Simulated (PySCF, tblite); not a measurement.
**C3H8FN3Si2: geometry, infrared bands and NMR shifts**

Wanted: the infrared bands and NMR shifts of C3H8FN3Si2 (`Fc1cncn1[SiH2]N[SiH3]`), by calculation.

The runs use tblite 0.8.0 and PySCF 2.14.0, with density-fitted response routines of our own; the level of theory stands in each step. All values are computed, except where a source is named. Atoms count from 0, in the outputs and in this text.

## (1) Starting geometry

17 atoms, charge 0, multiplicity 1; geometry from: force field or distance geometry start.

Bonds of the start (Å): F0–C1 1.34, C1–C2 1.38, C2–N3 1.39, N3–C4 1.31, C4–N5 1.36, N5–Si6 1.74, Si6–N7 1.69, N7–Si8 1.70, N5–C1 1.35, C2–H9 1.07, C4–H10 1.09, Si6–H11 1.47, Si6–H12 1.49, N7–H13 1.02, Si8–H14 1.47, Si8–H15 1.49, Si8–H16 1.48.

## (2) Geometry optimisation with GFN2-xTB

What the job is given:

```
{"job": {"kind": "relax", "xc": "GFN2-xTB", "basis": "xTB"}, "charge": 0, "multiplicity": 1}
F      1.961700     1.081300     1.602300
C      1.911500     0.305100     0.508500
C      2.896600    -0.581400     0.110500
N      2.499900    -1.199000    -1.064100
C      1.307400    -0.717200    -1.329600
N      0.919600     0.201500    -0.407900
Si    -0.559300     1.112100    -0.416500
N     -1.927300     0.128300    -0.561300
Si    -2.279700    -0.647800     0.904800
H      3.833000    -0.791700     0.582600
H      0.699900    -1.000000    -2.192900
H     -0.597500     1.978500    -1.606700
H     -0.717400     1.997900     0.775500
H     -2.723600     0.700500    -0.823700
H     -1.129400    -1.450700     1.331500
H     -2.639000     0.391000     1.912500
H     -3.463400    -1.496300     0.664600
```

The run is started by

```sh
$ OMP_NUM_THREADS=1 python probes_run.py task.json out
```

This one command runs all jobs of the session in turn.

**Question.** This job is followed by: GFN2-xTB harmonic vibrations, gas phase; GIAO PBE0/pcSseg-1 NMR shielding, non-relativistic, gas phase. What will the session give for the following? strongest single infrared mode (GFN2-xTB); zero-point energy (GFN2-xTB); 13C shifts against TMS (PBE0/pcSseg-1); 1H shifts against TMS (PBE0/pcSseg-1, means over atoms taken as alike); 19F shifts against CFCl3 (PBE0/pcSseg-1); 15N shifts against NH3 (PBE0/pcSseg-1); 29Si shifts against TMS (PBE0/pcSseg-1); surface potential, 1st and 99th percentile.

The runs gave:

```
                                                              quantity                              value
                             strongest single infrared mode (GFN2-xTB)              2281 cm⁻¹, 482 km/mol
                                          zero-point energy (GFN2-xTB)                      67.8 kcal/mol
                                13C shifts against TMS (PBE0/pcSseg-1)            160.9, 134.4, 114.4 ppm
1H shifts against TMS (PBE0/pcSseg-1, means over atoms taken as alike)  7.01, 6.93, 5.50, 4.48, -0.76 ppm
                              19F shifts against CFCl3 (PBE0/pcSseg-1)                         -162.6 ppm
                                15N shifts against NH3 (PBE0/pcSseg-1)              310.2, 180.6, 5.7 ppm
                               29Si shifts against TMS (PBE0/pcSseg-1)                   -38.2, -55.8 ppm
                                 surface potential, 1st and 99th percentile                 -1.91 V and 2.04 V
```

In words: Over 231 steps the energy fell by 0.659 eV; of the close pairs, N7–Si8 changed most, 1.696 to 1.753 Å. No mode is imaginary among the 45: a minimum at this level. The strongest single mode, at 2281 cm⁻¹, moves mainly H12 and H11. Unscaled tight-binding wavenumbers are off by several per cent, some by more. Its intensities can rank the bands wrongly. At PBE0/pcSseg-1: The widest tensor belongs to N3: span 513 ppm, with a paramagnetic part of -377 ppm. NICS(1)zz of -27 ppm above the planar ring from C1 marks a diatropic (aromatic) ring current.
